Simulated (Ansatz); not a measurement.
# CH3FMgO: a rigid scan of the angle H5–C1–H6

Aim: the energy along the angle H5–C1–H6, from CCSD(T) and from cheaper methods, relative to the minimum. No other atom is relaxed.

Program: Ansatz 0.2.0, Gaussian basis. Level of theory: single points in def2-TZVPP. These are calculated values, not measurements.

Levels: PBE-D4, r2SCAN-D4, PBE0-D4, B3LYP-D4, wB97M-V, Hartree-Fock, MP2, CCSD, CCSD(T). The scan takes 89.2, 93.7, 98.2, 102.7, 107.2, 111.7, 116.2, 120.7, 125.2°.

Cores are frozen in the correlated methods. The outer core shell of Li, Na, Mg and K is correlated. B3LYP uses VWN-RPA correlation.

19 further runs of the same task are left out: 19 set aside as unsound or not needed.

## Step 1: Starting geometry

The minimum, relaxed at PBE0-D4: SMILES `C[O][Mg][F]`, 7 atoms, charge 0, spin multiplicity 1.

Atoms are counted from 1 here; the program's logs count them from 0.

Bond lengths: C1–O2 1.378 Å, C1–H5 1.099 Å, C1–H6 1.099 Å, C1–H7 1.099 Å, O2–Mg3 1.751 Å, Mg3–F4 1.751 Å. Angles: O2–C1–H5 111.7°, O2–C1–H6 111.7°, O2–C1–H7 111.7°, H5–C1–H6 107.2°, H5–C1–H7 107.2°, H6–C1–H7 107.2°, C1–O2–Mg3 179.9°, O2–Mg3–F4 180.0°.

Geometry (Å):

```mol
CH3FMgO
  3D, bonds by distance, orders not assigned

  7  6  0  0  0  0  0  0  0  0999 V2000
    0.0371    1.1513    0.1080 C   0  0
    0.0035   -0.2195   -0.0254 O   0  0
   -0.0389   -1.9614   -0.1985 Mg  0  0
   -0.0813   -3.7030   -0.3717 F   0  0
   -0.8034    1.6303   -0.4136 H   0  0
   -0.0175    1.4577    1.1621 H   0  0
    0.9618    1.5767   -0.3066 H   0  0
  1  2  8  0
  1  5  8  0
  1  6  8  0
  1  7  8  0
  2  3  8  0
  3  4  8  0
M  END
```

Energies of the minimum (eV), from earlier single points: PBE-D4 -11289.75864, r2SCAN-D4 -11295.87861, PBE0-D4 -11290.35947, B3LYP-D4 -11300.26817, wB97M-V -11297.19181, CCSD(T) -11282.44533.

At the minimum the angle H5–C1–H6 is 107.2°.

## Step 2: H5–C1–H6 = 89.2°

ccsdt-tzvpp/in.yaml reads:

```yaml
crystal:
  periodic: [false, false, false]
  atoms:
    - {symbol: C, position_ang: [0.037081, 1.151311, 0.107996]}
    - {symbol: O, position_ang: [0.003516, -0.219464, -0.025420]}
    - {symbol: Mg, position_ang: [-0.038891, -1.961433, -0.198519]}
    - {symbol: F, position_ang: [-0.081299, -3.702951, -0.371692]}
    - {symbol: H, position_ang: [-0.860300, 1.751789, -0.097003]}
    - {symbol: H, position_ang: [-0.017514, 1.457654, 1.162054]}
    - {symbol: H, position_ang: [0.961782, 1.576672, -0.306602]}
basis:
  gaussian: {orbitals: def2-TZVPP}
correlation: {method: ccsd_t}
```

No record of the launch command was kept for these runs.

After this run come: H5–C1–H6 = 93.7°; H5–C1–H6 = 98.2°; H5–C1–H6 = 102.7°; H5–C1–H6 = 107.2°; H5–C1–H6 = 111.7°; H5–C1–H6 = 116.2°; H5–C1–H6 = 120.7°; H5–C1–H6 = 125.2°.

**Question.** What will these runs give? Wanted: highest point, CCSD(T); lowest point, CCSD(T); minimum along the scan, CCSD(T); RMS deviation from CCSD(T); largest T1 diagnostic.

**Answer**, as computed:

| quantity | value |
| --- | --- |
| highest point, CCSD(T) | 300 meV at 89.2° |
| lowest point, CCSD(T) | 0 meV at 107.2° |
| minimum along the scan, CCSD(T) | 107.2° |
| curvature there | 1.85 meV/deg² |
| RMS deviation from CCSD(T) | PBE-D4 11, r2SCAN-D4 3, PBE0-D4 4, B3LYP-D4 2, wB97M-V 4, Hartree-Fock 21, MP2 1, CCSD 2 meV |
| largest T1 diagnostic | 0.012 |

A polynomial through the near points puts the CCSD(T) minimum at the PBE0-D4 value. Curvature against CCSD(T): PBE-D4 -6 %, Hartree-Fock +12 %. Best along the scan: MP2. Worst: Hartree-Fock.
